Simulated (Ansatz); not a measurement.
# C₂H₇ClOSi: one species, many methods

An exercise on one series of results from a longer session: the logs are not shown, and one member is left open.

Computed with Ansatz 0.2.0, Gaussian basis. Level: functionals in def2-TZVPP, the program's frozen cores in correlated methods.

The runs, in order: LDA (SPW92), PBE-D4, revPBE-D4, BLYP-D4, r2SCAN-D4, B97M-V, PBE0-D4, B3LYP-D4, r2SCANh-D4, r2SCAN0-D4, HSE06-D4, BHLYP-D4, CAM-B3LYP-D4, LC-ωPBE, ωB97X-V, ωB97M-V, B2PLYP, PBE-QIDH; CCSD(T)/def2-SVP; CCSD(T)/def2-TZVPP; MP2/def2-QZVPP; extrapolation to the limit; RPA on PBE.

### The geometry

An earlier PBE0-D4 in a triple-zeta def2 set relaxation fixed the geometry.

SMILES `CO[SiH](C)Cl`, 12 atoms, charge 0, spin multiplicity 1.

Atoms are counted from 1 here; the program's logs count them from 0.

Bond lengths: C1–O2 1.410 Å, C1–H6 1.095 Å, C1–H7 1.096 Å, C1–H8 1.091 Å, O2–Si3 1.630 Å, Si3–C4 1.853 Å, Si3–Cl5 2.067 Å, Si3–H9 1.476 Å, C4–H10 1.092 Å, C4–H11 1.093 Å, C4–H12 1.092 Å. Angles: O2–C1–H6 111.2°, O2–C1–H7 111.5°, O2–C1–H8 108.0°, H6–C1–H7 108.8°, H6–C1–H8 108.8°, H7–C1–H8 108.5°, C1–O2–Si3 125.4°, O2–Si3–C4 113.1°, O2–Si3–Cl5 109.4°, O2–Si3–H9 105.7°, C4–Si3–Cl5 107.5°, C4–Si3–H9 113.2°, Cl5–Si3–H9 107.8°, Si3–C4–H10 111.2°, Si3–C4–H11 110.4°, Si3–C4–H12 110.2°, H10–C4–H11 108.6°, H10–C4–H12 107.9° and more.

Set-up of the first run:

The input, in.yaml:

```yaml
crystal:
  periodic: [false, false, false]
  atoms:
    - {symbol: C, position_ang: [-1.808480, 0.530835, -0.202296]}
    - {symbol: O, position_ang: [-0.985978, 0.085697, 0.852824]}
    - {symbol: Si, position_ang: [0.644012, 0.098659, 0.850532]}
    - {symbol: C, position_ang: [1.378506, -0.941738, -0.495786]}
    - {symbol: Cl, position_ang: [1.316561, 2.034404, 0.576692]}
    - {symbol: H, position_ang: [-1.626404, 1.586494, -0.426833]}
    - {symbol: H, position_ang: [-1.647190, -0.056793, -1.112757]}
    - {symbol: H, position_ang: [-2.847907, 0.412172, 0.106393]}
    - {symbol: H, position_ang: [1.048725, -0.331574, 2.203733]}
    - {symbol: H, position_ang: [1.092922, -0.571006, -1.482895]}
    - {symbol: H, position_ang: [1.043100, -1.977886, -0.401858]}
    - {symbol: H, position_ang: [2.469035, -0.924464, -0.433849]}
basis:
  gaussian: {orbitals: def2-TZVPP}
hamiltonian: {xc: lda}
output: {orbitals: {seedname: orbitals}}
```

Steps of the session up to this table: LDA; PBE-D4 (GGA); revPBE-D4 (GGA); BLYP-D4 (GGA); r2SCAN-D4 (meta-GGA); B97M-V (meta-GGA); PBE0-D4 (hybrid); B3LYP-D4 (hybrid); r2SCANh-D4 (hybrid); r2SCAN0-D4 (hybrid); HSE06-D4 (hybrid); BHLYP-D4 (hybrid); CAM-B3LYP-D4 (range-separated); LC-ωPBE-D4 (range-separated; the results give it without D4); ωB97X-V (range-separated); ωB97M-V (range-separated); B2PLYP (double hybrid); PBE-QIDH (double hybrid).

One of the session's tables, all rows but one given; the rest of the session is left out.

It belongs to the step «Orbital energies across the functionals». 

```
  functional  HOMO (eV)  LUMO (eV)  gap (eV)
 LDA (SPW92)      -7.00      -0.08      6.92
      PBE-D4      -6.88       0.20      7.07
   revPBE-D4      -6.82       0.32      7.14
     BLYP-D4      -6.78       0.27      7.06
   r2SCAN-D4      -7.21       0.64      7.85
      B97M-V      -7.34       0.40      7.74
     PBE0-D4      -8.37       1.06      9.43
    B3LYP-D4      -8.15       0.74      8.88
  r2SCANh-D4      -7.77       0.95      8.72
  r2SCAN0-D4      -8.60       1.40     10.00
    HSE06-D4      -7.97       0.69      8.66
    BHLYP-D4      -9.75       1.66     11.40
CAM-B3LYP-D4      -9.79       1.83     11.62
     LC-ωPBE     -11.13       3.12     14.26
     ωB97X-V          ?          ?         ?
     ωB97M-V     -10.68       2.48     13.16
```

Estimate the missing values for ωB97X-V.

As computed: HOMO (eV): -10.80; LUMO (eV): 2.90; gap (eV): 13.71. In the column «HOMO (eV)» it lies between LC-ωPBE (-11.13) and ωB97M-V (-10.68).
